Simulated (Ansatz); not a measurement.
# Si2Ni: the cost of one run

Computed with Ansatz 0.2.0 (DFT PBEsol, scalar-relativistic, plane waves, PAW, unless a step's input says otherwise).

1 further run of the same task is left out (set aside as unsound or not needed).

## 1. Starting point

It takes space group Fm-3m (No. 225, cubic). Conventional cell: a = 5.391 Å, b = 5.391 Å, c = 5.391 Å, α = 90.00°, β = 90.00°, γ = 90.00°. Around Si (site symmetry -43m) lie 4 Ni at 2.33 Å. Ni (site symmetry m-3m) has 8 Si at 2.33 Å as nearest neighbours.

Coordinates:

```xyz
3
Lattice="0.0000 2.6957 2.6957 2.6957 0.0000 2.6957 2.6957 2.6957 0.0000" Properties=species:S:1:pos:R:3 pbc="T T T"
Si    1.3478    1.3478    1.3478
Si    4.0435    4.0435    4.0435
Ni    0.0000    0.0000    0.0000
```

It is the result of an earlier relaxation at this level (volume 13.06 Å³/atom; gap on the mesh: none (metal)).

## 2. Bands, states and charges

Contents of input.yaml:

```yaml
crystal:
  lattice:
    - [0.0, 2.6956709894, 2.6956709894]
    - [2.6956709894, 0.0, 2.6956709894]
    - [2.6956709894, 2.6956709894, 0.0]
  atoms:
    - { symbol: Si, position: [0.25, 0.25, 0.25] }
    - { symbol: Si, position: [0.75, 0.75, 0.75] }
    - { symbol: Ni, position: [0.0, 0.0, 0.0] }
basis:
  ecutwfc: 420
kpoints:
  mp_grid: { grid: [14, 14, 14] }
  band_path:
    path:
      - [[0.0, 0.0, 0.0], [0.5, 0.0, 0.5], [0.625, 0.25, 0.625]]
      - [[0.375, 0.375, 0.75], [0.0, 0.0, 0.0], [0.5, 0.5, 0.5], [0.5, 0.25, 0.75], [0.5, 0.0, 0.5]]
    npoints: 14
hamiltonian:
  xc: pbesol
scf:
  occupations: { method: gaussian, width: 0.1 }
  n_extra_bands: 7
output:
  forces: true
  stress: true
  eigenvalues: true
  populations: true
  dos: { projected: true, de: 0.02, nscf_kmesh: { grid: [21, 21, 21] } }
  bader: true
  write_density: true
  write_potential: true
  elf: true
  volumetric_format: npy
```

The run is started by

```console
$ ansatz run input.yaml --threads 1 --pin off --max-ram 2560MiB --backend cpu --events-out ev --progress --plain --runs-dir out
```

What time and memory should one allow on 1 thread of Intel Xeon Platinum 8375C at 2.90GHz (Ice Lake), shared host?

About 42 s, with a peak of 0.45 GiB.
